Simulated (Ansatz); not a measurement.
Write a Python script for Ansatz 0.2.0 through its Python package that makes a surface slab of Mg3Zr, space group Pm-3m. Use: r2SCAN, PAW, the default cutoff (500 eV here), 3×4×1 k-points, cold smearing of 0.2 eV, D3BJATM dispersion.

The script reads `mg3zr.cif`:
```cif
data_Mg3Zr
_cell_length_a 4.442205
_cell_length_b 4.442205
_cell_length_c 4.442205
_cell_angle_alpha 90.00000
_cell_angle_beta 90.00000
_cell_angle_gamma 90.00000
_symmetry_space_group_name_H-M 'P 1'
_symmetry_Int_Tables_number 1
loop_
_symmetry_equiv_pos_as_xyz
'x, y, z'
loop_
_atom_site_label
_atom_site_type_symbol
_atom_site_fract_x
_atom_site_fract_y
_atom_site_fract_z
Mg1 Mg    0.500000    0.500000    0.000000
Mg2 Mg    0.500000    0.000000    0.500000
Mg3 Mg    0.000000    0.500000    0.500000
Zr4 Zr    0.000000    0.000000    0.000000
```

The script, `mg3zr_slab.py`:
```python
"""Cutting and solving a surface of Mg3Zr."""

import ansatz as az
from ase.build import surface
from ase.io import read
import numpy as np

atoms = read("mg3zr.cif")
# the plane is named in the basis of this cell
slab = surface(atoms, (1, 1, 0), 3, vacuum=7.0)
slab.pbc = True

print(slab.get_chemical_formula(), "area {:.3f} A^2, cell height {:.2f} A".format(np.linalg.norm(np.cross(slab.cell[0], slab.cell[1])), slab.cell[2, 2]))


def prepared(structure):
    return (
        az.Crystal.from_ase(structure).calculation()
        .functional("r2scan", dispersion="d3bjatm")
        .occupations(az.OccupationsMethod.COLD, width=0.2)  # fractional filling near the Fermi level
    )


model = prepared(slab).kpoints(3, 4, 1).electric_field(axis=3, dipole_correction=True).potential().forces()
outcome = model.run(threads=1)
report = outcome.report

print(f"slab free energy {report['free_energy_ev']:.4f} eV, Fermi level {report['fermi_energy_ev']:.3f} eV")
for key, value in report["work_function"].items():
    if isinstance(value, float):
        print(f"{key:34s} {value:12.5f}")

print("z (A) and force along z (eV/A)")
for site, force in sorted(zip(outcome.lattice.sites, report["forces_ev_ang"]), key=lambda pair: pair[0].position_ang[2]):
    print(f"{site.symbol:3s} {site.position_ang[2]:8.3f} {force[2]:9.4f}")
```

`python mg3zr_slab.py` gives:
```text
Mg9Zr3 area 27.907 A^2, cell height 21.85 A
DeckWarning: basis.ecutwfc = 500 eV, auto-derived from the records' recommended cutoffs: set by Mg (their level for a meta-GGA)
RunWarning: efield: at this solve's end the planar-averaged density reaches 2.39e-5 e/Å³ inside the ramp window [0.9042, 0.0958] (bound 1e-5 e/Å³); the window's nearer edge stands 4.91 Å from this [...]
RunWarning: The output density's exchange-correlation potential varies sharply where the density is thin. Do not read a vacuum level from v_tot or v_xc, or from such a field of the output density. On [...]
slab free energy -29918.5681 eV, Fermi level 1.560 eV
ramp_position                           0.95000
ramp_width                              0.10000
amplitude_v_ang                         0.00000
dipole_field_v_ang                     -0.00566
dipole_moment_e_ang                    -0.01906
phi_plus_ev                             3.52094
phi_minus_ev                            3.39709
vacuum_level_plus_ev                    5.08131
vacuum_level_minus_ev                   4.95747
flatness_plus_ev_ang                    0.00114
flatness_minus_ev_ang                   0.00275
ramp_density_extremum_e_ang3            0.00002
ramp_density_minimum_e_ang3             0.00000
ramp_density_bound_e_ang3               0.00001
ramp_density_effective_e_ang3           0.00002
plane_spacing_ang                       0.13658
z (A) and force along z (eV/A)
Mg     7.000   -0.0145
Zr     7.000    0.3948
Mg     8.571   -0.1676
Mg     8.571   -0.1676
Mg    10.141   -0.0314
Zr    10.141    0.0286
Mg    11.712   -0.0372
Mg    11.712   -0.0372
Mg    13.282    0.1380
Zr    13.282   -0.0223
Mg    14.853   -0.0418
Mg    14.853   -0.0418
```
(Warnings from the package without file and line, shortened.)

Notes:
- These settings explore the input space; cutoff and mesh may be short of convergence.
- Dispersion corrections can be off by several per cent in the lattices of metals, and by several GPa in the pressure at a fixed cell.
- The density doesn't vanish in the vacuum (a short gap or a low cutoff), which blurs the vacuum level.
- The mesh is modest for a metal, so energies can be off by several to tens of meV an atom and pressures by half a GPa or more; differences at equal mesh fare better.
- The zero of the levels is a convention of the potentials, so an absolute Fermi energy is no work function.
- The structure comes from a database of computed cells and needn't be a stable or known phase.
- The slab is thin and cut from the structure as given; a cut can leave two unlike or polar faces, and the surface energy is then their mean. Miller indices refer to the vectors of the cell as typed, and the lattice isn't relaxed for this functional, so relaxation and surface energy can hold strain.
- Timing: 30 s on 1 thread of AMD EPYC 9R45 96-Core Processor (Zen 5), on a shared host, peak memory 1.9 GiB.

(Lines on the test bed's own set-up are left out of the output.)
